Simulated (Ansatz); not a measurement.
Task: a single point of ZrHg3 (distorted cell), with the Ansatz DFT code, driven from Python. Give the script and its output. Use: PBEsol, PAW, cutoff 510 eV, 4×4×4 k-points, Fermi-Dirac smearing of 0.05 eV.

```cif
data_structure
_symmetry_space_group_name_H-M 'P 1'
_symmetry_Int_Tables_number 1
_cell_length_a 4.3652
_cell_length_b 4.3652
_cell_length_c 4.3652
_cell_angle_alpha 90.000
_cell_angle_beta 90.000
_cell_angle_gamma 90.000
_cell_volume 83.18
loop_
_atom_site_label
_atom_site_type_symbol
_atom_site_fract_x
_atom_site_fract_y
_atom_site_fract_z
_atom_site_occupancy
Zr1 Zr 0.00367 0.99997 0.00974 1
Hg1 Hg 0.01373 0.51292 0.51082 1
Hg2 Hg 0.50286 0.00825 0.49341 1
Hg3 Hg 0.50202 0.50903 0.99708 1
```

Script `scf_zrhg3.py`:
```python
'''SCF run for ZrHg3 with displaced atoms.'''

from pathlib import Path

import ansatz as az
from ase import Atoms
import numpy as np

atoms = Atoms(
    ['Zr', 'Hg', 'Hg', 'Hg'],
    scaled_positions=[
        (0.00367, 0.99997, 0.00974),
        (0.01373, 0.51292, 0.51082),
        (0.50286, 0.00825, 0.49341),
        (0.50202, 0.50903, 0.99708),
    ],
    cell=[
        (4.3652, 0.0, 0.0),
        (0.0, 4.3652, 0.0),
        (0.0, 0.0, 4.3652),
    ],
    pbc=True,
)
system = az.Crystal.from_ase(atoms)

# functional, basis and sampling
model = system.calculation()
model = model.functional('PBEsol')
model = model.basis(510).occupations('Fermi-Dirac', width=50 * az.meV)
model = model.pseudopotentials('paw').kpoints(4)
model = model.density().electron_localization_function()
model = model.output_files(volumetric_format='npy')
out = model.run()
data = out.report

energy = data['free_energy_ev']
print('ZrHg3: {:.6f} eV = {:.6f} Ry = {:.6f} Ha'.format(energy, energy / 13.605693, energy / 27.211386))
print('Fermi level {:.4f} eV, {} k-points, {} symmetry operations'.format(data['fermi_energy_ev'], data['n_kpoints'], data['n_symmetry_ops']))

rho = out.density()
total = sum(ch.density_e_per_ang3 for ch in rho.channels[:2]) if len(rho.channels) < 3 else rho.channels[0].density_e_per_ang3
print('grid', rho.dims, 'electrons', round(float(total.mean() * rho.cell_volume_ang3), 4))
print(f'density range {total.min():.4f} to {total.max():.4f} e/A^3')
print(np.array2string(total[:: max(rho.dims[0] // 8, 1), :: max(rho.dims[1] // 8, 1), 0], precision=3, suppress_small=True))

# ELF is 0.5 in a uniform gas and nears 1 where pairs localise
folder = Path(out.write_results('elf'))
elf = np.load(folder / 'elf.npy')
peak = np.unravel_index(elf.argmax(), elf.shape)
print(f'largest ELF {elf.max():.3f} at grid fractions', np.round(np.array(peak) / elf.shape, 3))
for level in (0.2, 0.5, 0.7, 0.8, 0.9):
    print(f'share of the cell with ELF over {level}: {np.mean(elf > level):.3f}')
```

```console
$ python scf_zrhg3.py
ZrHg3: -45133.321401 eV = -3317.237968 Ry = -1658.618984 Ha
Fermi level 16.9904 eV, 36 k-points, 1 symmetry operations
grid (36, 36, 36) electrons 72.0
density range 0.0565 to 17.3299 e/A^3
[[ 2.724  3.831  0.619  0.124  0.102  0.103  0.127  0.62   3.84 ]
 [ 3.916  2.463  0.383  0.135  0.126  0.128  0.14   0.387  2.464]
 [ 0.675  0.396  0.193  0.213  0.306  0.324  0.236  0.208  0.402]
 [ 0.128  0.133  0.208  0.614  2.501  2.856  0.776  0.246  0.144]
 [ 0.103  0.121  0.284  2.267 11.128 12.51   3.324  0.37   0.136]
 [ 0.103  0.121  0.285  2.333 11.421 12.844  3.419  0.373  0.135]
 [ 0.123  0.13   0.21   0.64   2.726  3.108  0.819  0.248  0.141]
 [ 0.57   0.348  0.187  0.217  0.322  0.342  0.242  0.203  0.355]
 [ 3.752  2.275  0.36   0.134  0.127  0.13   0.14   0.366  2.277]]
largest ELF 0.815 at grid fractions [0.917 0.056 0.917]
share of the cell with ELF over 0.2: 0.781
share of the cell with ELF over 0.5: 0.074
share of the cell with ELF over 0.7: 0.025
share of the cell with ELF over 0.8: 0.007
share of the cell with ELF over 0.9: 0.000
```

Notes:
- Absolute energies stand on the zero of these potentials, so only differences at equal settings mean something. A total without «per atom» is that of the cell as typed.
- The run is spin-unpolarised.
- For a metal this k-point mesh is coarse: on a finer one energies can move by several to tens of meV an atom and pressures by half a GPa or more, differences at one mesh by less.
- Only differences from the Fermi energy are physical; the zero of the scale is a convention.
- Spin-orbit coupling, which matters for elements this heavy, is left out.
- Densities and potentials on the grid are those of the valence electrons, and inside the cores they hang on the potentials used.
- The cell is a database structure, distorted on purpose.
- Run time: 18 s on 1 thread of Arm Neoverse V1, with other jobs on the host, peak memory 0.47 GiB.
